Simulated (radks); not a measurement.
# P in [Ne] 3s2 3p2 3d1: an all-electron calculation

One table from this session's results is given with a row withheld; the runs are named, their logs left out.

Method: non-relativistic Kohn-Sham, revPBE, spin-polarised, spherical densities, point nucleus; open shells are filled with parallel spins first. Code: radks (a radial shooting solver on a logarithmic mesh, Libxc functionals) version 1.

**The atom as given**

- element: phosphorus (Z = 15)
- charge: 0
- electrons: 15
- configuration: [Ne] 3s2 3p2 3d1

Outer shells as boxes (Hund's rule):

P
```
[Ne] core
3s [↑↓]
3p [↑ ][↑ ][  ]
3d [↑ ][  ][  ][  ][  ]
```

The first run:

Settings of this run:

```text
Z 15
configuration [Ne] 3s2 3p2 3d1 4s0 4p0
relativity non-relativistic
functional pbe_r,pbe
spin polarised
nucleus point
```

One of the session's tables, all rows but one given; the rest of the session is left out.

It belongs to the step «Orbitals and density». Radial moments (bohr):

```
  level     <r>  outermost maximum (interpolated)  90 % within  nodes
  1s up  0.1040                            0.0680        0.186      0
1s down  0.1039                            0.0680        0.186      0
  2s up  0.5210                             0.420        0.818      1
2s down  0.5209                             0.420        0.818      1
  2p up  0.4853                             0.355        0.811      0
2p down  0.4851                             0.355        0.810      0
  3s up   1.840                              1.56         2.77      2
3s down   1.843                              1.55         2.79      2
  3p up   2.163                              1.77         3.34      1
3p down       ?                                 ?            ?      ?
  4s up   6.404                              5.33         9.61      3
  4p up   8.760                              7.61         13.1      2
  3d up   6.947                              3.61         12.2      0
```

**Question.** Estimate the row for 3p down.

**Answer.** <r>: 2.222; outermost maximum (interpolated): 1.77; 90 % within: 3.49; nodes: 1. In the column «<r>» it lies between 3p up (2.163) and 4s up (6.404).
